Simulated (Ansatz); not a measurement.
# Hf2SeS3: the cost of one run

Computed with Ansatz 0.2.0 (DFT PBE, scalar-relativistic, plane waves, PAW, unless a step's input says otherwise).

3 further runs of the same task are left out: 1 that didn't finish, 2 set aside as unsound or not needed.

### Step 1. The structure to begin with

The structure is hexagonal, space group P6/mmm (No. 191). The conventional cell has a = 6.597 Å, b = 6.597 Å, c = 3.364 Å, α = 90.00°, β = 90.00°, γ = 120.00°. Hf (site symmetry -6m2) is surrounded by 6 S at 2.54 Å. Se (site symmetry 6/mmm) has 2 Se at 3.36 Å and 12 S at 3.70 Å and 6 Hf at 3.81 Å as nearest neighbours. S (site symmetry mmm) is surrounded by 4 Hf at 2.54 Å.

Structure file:

```
Hf Se S
1.0
     6.59693    0.00000    0.00000
    -3.29847    5.71311    0.00000
     0.00000    0.00000    3.36354
Hf Se S
2 1 3
Direct
  0.33333 0.66667 0.00000
  0.66667 0.33333 0.00000
  0.00000 0.00000 0.00000
  0.50000 0.00000 0.50000
  0.50000 0.50000 0.50000
  0.00000 0.50000 0.50000
```

It is the end of an earlier relaxation with the same method, from a database cell with other species swapped in; it is a trial structure. At a tolerance of 0.05 Å it has space group P6/mmm (No. 191); it has 21.13 Å³/atom, an uncorrected energy of -0.93 eV/atom over the elements.

### Step 2. Electronic structure at the relaxed geometry

Input file input.yaml:

```yaml
crystal:
  lattice:
    - [6.5969335657, 0.0, 0.0]
    - [-3.2984667828, 5.713112055, 0.0]
    - [0.0, 0.0, 3.3635414651]
  atoms:
    - { symbol: Hf, position: [0.3333333333, 0.6666666667, 0.0] }
    - { symbol: Hf, position: [0.6666666667, 0.3333333333, 0.0] }
    - { symbol: Se, position: [0.0, 0.0, 0.0] }
    - { symbol: S, position: [0.5, 0.0, 0.5] }
    - { symbol: S, position: [0.5, 0.5, 0.5] }
    - { symbol: S, position: [0.0, 0.5, 0.5] }
basis:
  ecutwfc: 420
kpoints:
  mp_grid: { grid: [6, 6, 12] }
  band_path:
    path:
      - [[0.0, 0.0, 0.0], [0.5, 0.0, 0.0], [0.33333333, 0.33333333, 0.0], [0.0, 0.0, 0.0], [0.0, 0.0, 0.5], [0.5, 0.0, 0.5], [0.33333333, 0.33333333, 0.5], [0.0, 0.0, 0.5]]
      - [[0.5, 0.0, 0.5], [0.5, 0.0, 0.0]]
      - [[0.33333333, 0.33333333, 0.5], [0.33333333, 0.33333333, 0.0]]
    npoints: 14
hamiltonian:
  xc: pbe
scf:
  occupations: { method: gaussian, width: 0.1 }
  n_extra_bands: 15
output:
  forces: true
  stress: true
  eigenvalues: true
  populations: true
  dos: { projected: true, de: 0.02, nscf_kmesh: { grid: [8, 8, 15] } }
  bader: true
  write_density: true
  write_potential: true
  elf: true
  volumetric_format: npy
```

On the command line:

```console
$ ansatz run input.yaml --threads 1 --pin off --max-ram 2560MiB --backend cpu --events-out ev --progress --plain --runs-dir out
```

What time and memory should one allow on 1 thread of AMD EPYC 7R43 (Zen 3), shared host?

About 93 s, with a peak of 0.84 GiB.
